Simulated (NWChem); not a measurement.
**GaAlNH5 (SMILES [NH2][AlH][GaH2]): levels of theory compared**

We compute a comparison of 5 runs (HF/STO-3G, HF/3-21G, HF/pcseg-1, B3LYP/6-31G*) of GaAlNH5. 

Program for the calculation: NWChem 7.3.0.

## 1. The structure to begin with

GaAlNH5: 8 atoms, total charge 0, spin state singlet. SMILES: `[NH2][AlH][GaH2]`. The shape comes from GFN2-xTB, which is rough for such elements, and wasn't checked as a minimum.

Bond lengths: N1–Al2 1.781 Å, Al2–Ga3 2.503 Å, N1–H4 1.018 Å, N1–H5 1.017 Å, Al2–H6 1.560 Å, Ga3–H7 1.642 Å, Ga3–H8 1.649 Å. Angles: N1–Al2–Ga3 106.1°, N1–Al2–H6 125.8°, Ga3–Al2–H6 128.0°, Al2–N1–H4 123.6°, Al2–N1–H5 129.4°, Al2–Ga3–H7 131.1°, Al2–Ga3–H8 124.0°, H4–N1–H5 106.5°, H7–Ga3–H8 101.7°.

## 2. Energy and forces at HF/STO-3G (run 1)

Input file a.xyz:

```xyz
8
AlGaH5N
N     -1.031510     0.893630    -0.960330
Al    -0.112100     0.923610     0.564720
Ga     1.112650    -1.256430     0.680970
H     -1.710790     0.172780    -1.193970
H     -1.102760     1.603430    -1.684580
H     -0.100400     2.089620     1.601380
H      2.563850    -1.713070     0.064270
H      0.381070    -2.713570     0.927540
```

Input file a.nw:

```
start a
title "AlGaH5N"
memory total 2200 mb

geometry units angstroms noautosym nocenter noautoz
  load a.xyz
end

basis spherical bse
  * library STO-3G
end

scf
  thresh 1e-08
  maxiter 80
end

task scf gradient
```

Started as:

```
$ nwchem a.nw > a.out
```

The log of the run:

```text
[...]
  functions       =    37
[...]
  wavefunction    = RHF
[...]
         Total SCF energy =  -2196.524080245780
      One-electron energy =  -3485.169860422614
      Two-electron energy =   1085.258633831462
 Nuclear repulsion energy =    203.387146345372
        Time for solution =     13.7s
[...]
                         RHF ENERGY GRADIENTS
    atom               coordinates                        gradient
                 x          y          z           x          y          z
   1 N      -1.949271   1.688716  -1.814761   -0.006471  -0.007642  -0.015894
   2 Al     -0.211838   1.745370   1.067166    0.004401   0.004032   0.002476
   3 Ga      2.102604  -2.374308   1.286847   -0.024863   0.056356   0.012764
   4 H      -3.232924   0.326507  -2.256276   -0.006545   0.004803  -0.002478
   5 H      -2.083914   3.030043  -3.183395    0.000320  -0.007144  -0.007082
   6 H      -0.189728   3.948809   3.026169   -0.001278   0.026580   0.028340
   7 H       4.844974  -3.237233   0.121453    0.057349  -0.021821  -0.024366
   8 H       0.720118  -5.127904   1.752796   -0.022911  -0.055164   0.006240
[...]
```

Wall time 15 s (1 thread of Intel Xeon 6975P-C (Granite Rapids), shared host); peak memory 0.096 GiB.

## 3. Energy and forces at HF/3-21G (run 2)

Input file m1.nw:

```
start m1
title "AlGaH5N"
memory 2200 mb
geometry units angstrom noautosym nocenter noautoz
 N     -1.031510     0.893630    -0.960330
 Al    -0.112100     0.923610     0.564720
 Ga     1.112650    -1.256430     0.680970
 H     -1.710790     0.172780    -1.193970
 H     -1.102760     1.603430    -1.684580
 H     -0.100400     2.089620     1.601380
 H      2.563850    -1.713070     0.064270
 H      0.381070    -2.713570     0.927540
end
basis spherical bse
 * library 3-21G
end
scf
 nopen 0
 rhf
 thresh 1e-08
 maxiter 80
end
task scf gradient
```

Started as:

```
$ nwchem m1.nw > m1.out
```

The log of the run:

```text
[...]
  functions       =    54
[...]
  wavefunction    = RHF
[...]
         Total SCF energy =  -2211.452676821923
      One-electron energy =  -3493.893374733203
      Two-electron energy =   1079.053551565907
 Nuclear repulsion energy =    203.387146345372
        Time for solution =      2.0s
[...]
                         RHF ENERGY GRADIENTS
    atom               coordinates                        gradient
                 x          y          z           x          y          z
   1 N      -1.949271   1.688716  -1.814761    0.019435  -0.005165   0.020069
   2 Al     -0.211838   1.745370   1.067166   -0.005991   0.012554   0.001938
   3 Ga      2.102604  -2.374308   1.286847   -0.005265   0.026768   0.006240
   4 H      -3.232924   0.326507  -2.256276   -0.011709  -0.001124  -0.003255
   5 H      -2.083914   3.030043  -3.183395   -0.001779   0.001431  -0.012338
   6 H      -0.189728   3.948809   3.026169   -0.000414  -0.012462  -0.004630
   7 H       4.844974  -3.237233   0.121453    0.005204  -0.011237  -0.005090
   8 H       0.720118  -5.127904   1.752796    0.000518  -0.010765  -0.002934
[...]
```

It took 3.6 s on 1 thread of Intel Xeon 6975P-C (Granite Rapids), shared host; peak memory 0.096 GiB.

Runs 3 to 4 aren't shown in full; the table further down has their settings and results.

## 4. Energy and forces at B3LYP/6-31G(d) (Cartesian functions) (run 5)

Input file algah5n.nw:

```
start algah5n
memory 2200 mb

geometry noautosym nocenter noautoz
 N     -1.031510     0.893630    -0.960330
 Al    -0.112100     0.923610     0.564720
 Ga     1.112650    -1.256430     0.680970
 H     -1.710790     0.172780    -1.193970
 H     -1.102760     1.603430    -1.684580
 H     -0.100400     2.089620     1.601380
 H      2.563850    -1.713070     0.064270
 H      0.381070    -2.713570     0.927540
end

basis cartesian
 * library 6-31G*
end

dft
 xc b3lyp
 grid xfine
 convergence energy 1e-08
 maxiter 100
 mulliken
 noprint "final vectors analysis"
end

task dft gradient
```

Started as:

```
$ nwchem algah5n.nw > algah5n.out
```

The log of the run:

```text
[...]
          Wavefunction type:  closed shell.
          No. of atoms     :     8
          No. of electrons :    56
[...]
          Charge           :     0
          Spin multiplicity:     1
[...]
          AO basis - number of functions:    79
[...]
              XC Information
              --------------
                         B3LYP Method XC Potential
                     Hartree-Fock (Exact) Exchange  0.200
                        Slater Exchange Functional  0.800 local
                    Becke 1988 Exchange Functional  0.720 non-local
              Lee-Yang-Parr Correlation Functional  0.810
                  VWN I RPA Correlation Functional  0.190 local
[...]
 d= 0,ls=0.0,diis     1  -2224.7501380954 -2.43D+03  1.58D-02  1.00D+00     2.9
[...]
 d= 0,ls=0.0,diis    10  -2224.8152542464 -9.83D-09  7.03D-07  3.91D-09    23.1
         Total DFT energy =    -2224.815254246368
      One electron energy =    -3503.399911026169
           Coulomb energy =     1177.689680508809
    Exchange-Corr. energy =     -102.492170074380
 Nuclear repulsion energy =      203.387146345372
[...]
      Total Density - Mulliken Population Analysis
     ---------------------------------------------
    Atom       Charge   Shell Charges
 -----------   ------   -------------------------------------------------------
    1 N    7     7.89   1.99  0.77  2.52  0.84  1.76  0.02
    2 Al  13    12.40   2.00  1.99  5.96  0.96  1.12  0.11  0.19  0.06
    3 Ga  31    31.24   2.00  1.99  6.00  1.95  5.99  1.40  1.51  0.12  0.25  6.85  2.95  0.22
    4 H    1     0.68   0.50  0.18
    5 H    1     0.68   0.50  0.18
    6 H    1     1.09   0.50  0.59
    7 H    1     1.01   0.47  0.54
    8 H    1     1.02   0.47  0.55
[...]
  wavefunction    = closed shell
                         DFT ENERGY GRADIENTS
    atom               coordinates                        gradient
                 x          y          z           x          y          z
   1 N      -1.949271   1.688716  -1.814761    0.010699  -0.002694   0.012946
   2 Al     -0.211838   1.745370   1.067166   -0.004942   0.010719  -0.003385
   3 Ga      2.102604  -2.374308   1.286847   -0.003402   0.021549   0.006461
   4 H      -3.232924   0.326507  -2.256276   -0.006560   0.003404  -0.001063
   5 H      -2.083914   3.030043  -3.183395    0.000535  -0.003851  -0.005901
   6 H      -0.189728   3.948809   3.026169   -0.001463  -0.009968  -0.002140
   7 H       4.844974  -3.237233   0.121453    0.006132  -0.008951  -0.005243
   8 H       0.720118  -5.127904   1.752796   -0.000998  -0.010207  -0.001675
[...]
```

Wall time 32 s (1 thread of Intel Xeon 6975P-C (Granite Rapids), shared host); peak memory 0.14 GiB.

## 5. The series

```tsv
run	level	iteration cap	module	energy (Eh)	dipole moment (D)	HOMO energy (eV)	LUMO energy (eV)	wall time
1	HF/STO-3G	80	scf	-2196.524080	2.43	-6.18	5.34	15 s
2	HF/3-21G	80	scf	-2211.452677	2.36	-8.80	1.00	3.6 s
3	HF/pcseg-1	80	scf	-2222.230193	2.44	-9.15	0.88	28 s
4	B3LYP/6-31G* (spherical functions)	100	dft	-2224.808014	2.52	-6.29	-1.93	31 s
5	B3LYP/6-31G* (Cartesian functions)	100	dft	-2224.815254	2.51	–	–	32 s
```

## 6. Outcome

```
                       quantity           value
            run 5: total energy  -2224.81525 Eh
           run 5: dipole moment          2.51 D
run 5: largest force on an atom      1.170 eV/Å
```

What this shows: The dipole moment (its size) runs from 2.36 D (HF/3-21G) to 2.52 D (B3LYP/6-31G*). The two ends differ in method and basis. Over runs 1, 2, 3, 4 the HOMO–LUMO gap runs from 4.36 eV (B3LYP/6-31G*) to 11.52 eV (HF/STO-3G). In run 1 the basis is minimal, so the values are rough. All runs together took 1.8 min, the longest 32 s.
